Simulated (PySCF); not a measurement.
# C4H12SSi (Me3Si(SMe)): the cost of one run

Computed with PySCF 2.14.0, with density-fitted response routines of our own, on a single molecule in the gas phase. Atoms are numbered from 0 throughout.

## 1. The molecule as given

18 atoms, charge 0, multiplicity 1; geometry from: GFN2-xTB. The atoms were then displaced at random by about 0.03 Å, so the start is not that level's minimum.

Bonds of the start (Å): C0–S1 1.87, S1–Si2 2.22, Si2–C3 1.89, Si2–C4 1.85, Si2–C5 1.90, C0–H6 1.03, C0–H7 1.17, C0–H8 1.06, C3–H9 1.18, C3–H10 1.10, C3–H11 1.01, C4–H12 1.15, C4–H13 1.11, C4–H14 1.09, C5–H15 1.07, C5–H16 1.11, C5–H17 1.09.

## 2. Geometry optimisation at PBE0-D3(BJ)/def2-SVP

The job: settings as JSON, then the geometry in Å.

```
{"job": {"xc": "PBE0", "basis": "def2-SVP", "d3": "d3bj", "grid": 1, "shake": 0.03, "kind": "geom"}, "charge": 0, "multiplicity": 1}
C      2.706320     0.015090    -0.035210
S      1.431810     0.325550     1.295900
Si    -0.494600     0.026980     0.224030
C     -0.419430    -1.760220    -0.387670
C     -1.779470     0.375200     1.515870
C     -0.562620     1.271520    -1.215860
H      2.537960    -0.898420    -0.483510
H      2.561530     0.881480    -0.813090
H      3.627950     0.184810     0.451750
H     -1.529620    -2.024330    -0.680880
H     -0.274940    -2.477540     0.434160
H      0.168670    -1.932800    -1.195950
H     -2.847710     0.357770     1.084190
H     -1.767530    -0.299630     2.393270
H     -1.667690     1.360130     1.960830
H      0.268760     1.179040    -1.888120
H     -0.531130     2.318530    -0.862680
H     -1.502100     1.126420    -1.742620
```

Started as:

```bash
$ OMP_NUM_THREADS=1 python probes_run.py task.json out
```

The driver reads the jobs from task.json and runs them one after another.

**Question.** How long does this first job take on 1 thread of Arm Neoverse V1, shared host, and how much memory does it need?

About 1.7 min, with a peak of 0.59 GiB.
